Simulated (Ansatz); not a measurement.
# SnSe2 (1T): the cost of one run

Program: Ansatz 0.2.0. Level of theory: DFT LDA, scalar-relativistic, plane waves, PAW. These are calculated values, not measurements.

## 1. Starting point

The structure is trigonal, space group P-3m1 (No. 164). The conventional cell has a = 3.811 Å, b = 3.811 Å, c = 6.137 Å, α = 90.00°, β = 90.00°, γ = 120.00°. Around Sn (site symmetry -3m) lie 6 Se at 2.68 Å. Se (site symmetry 3m) has 3 Sn at 2.68 Å as nearest neighbours.

As a file:

```cif
data_structure
_symmetry_space_group_name_H-M 'P-3m1'
_symmetry_Int_Tables_number 164
_cell_length_a 3.8110
_cell_length_b 3.8110
_cell_length_c 6.1370
_cell_angle_alpha 90.000
_cell_angle_beta 90.000
_cell_angle_gamma 120.000
_cell_volume 77.19
loop_
_atom_site_label
_atom_site_type_symbol
_atom_site_symmetry_multiplicity
_atom_site_Wyckoff_symbol
_atom_site_fract_x
_atom_site_fract_y
_atom_site_fract_z
_atom_site_occupancy
Sn1 Sn 1 a 0.00000 0.00000 0.00000 1
Se1 Se 2 d 0.33333 0.66667 0.25000 1
```

## 2. Relaxing cell and atoms: SnSe2 (1T), no spin, 12 GPa

Input file input.yaml:

```yaml
crystal:
  lattice:
    - [3.811, 0.0, 0.0]
    - [-1.9055, 3.3004228138, 0.0]
    - [0.0, 0.0, 6.137]
  atoms:
    - { symbol: Sn, position: [0.0, 0.0, 0.0] }
    - { symbol: Se, position: [0.3333333333, 0.6666666667, 0.25] }
    - { symbol: Se, position: [0.6666666667, 0.3333333333, 0.75] }
scf:
  occupations: { method: gaussian, width: 0.05 }
output:
  forces: true
  stress: true
  eigenvalues: true
  write_density: true
  write_potential: true
  elf: true
  volumetric_format: npy
hamiltonian:
  xc: lda
basis:
  ecutwfc: 500
kpoints:
  mp_grid: { grid: [18, 18, 10] }
relax:
  f_tol: 0.002
  max_steps: 60
  cell: { stress_tol: 0.02, p_target: 12 }
```

Run with:

```
$ ansatz run input.yaml --threads 2 --pin off --max-ram 6144MiB --backend cpu --events-out ev --progress --plain --runs-dir out
```

Q: Estimate wall time and peak memory on 2 threads of Arm Neoverse V1, shared host.

About 5.2 min, with a peak of 0.91 GiB.
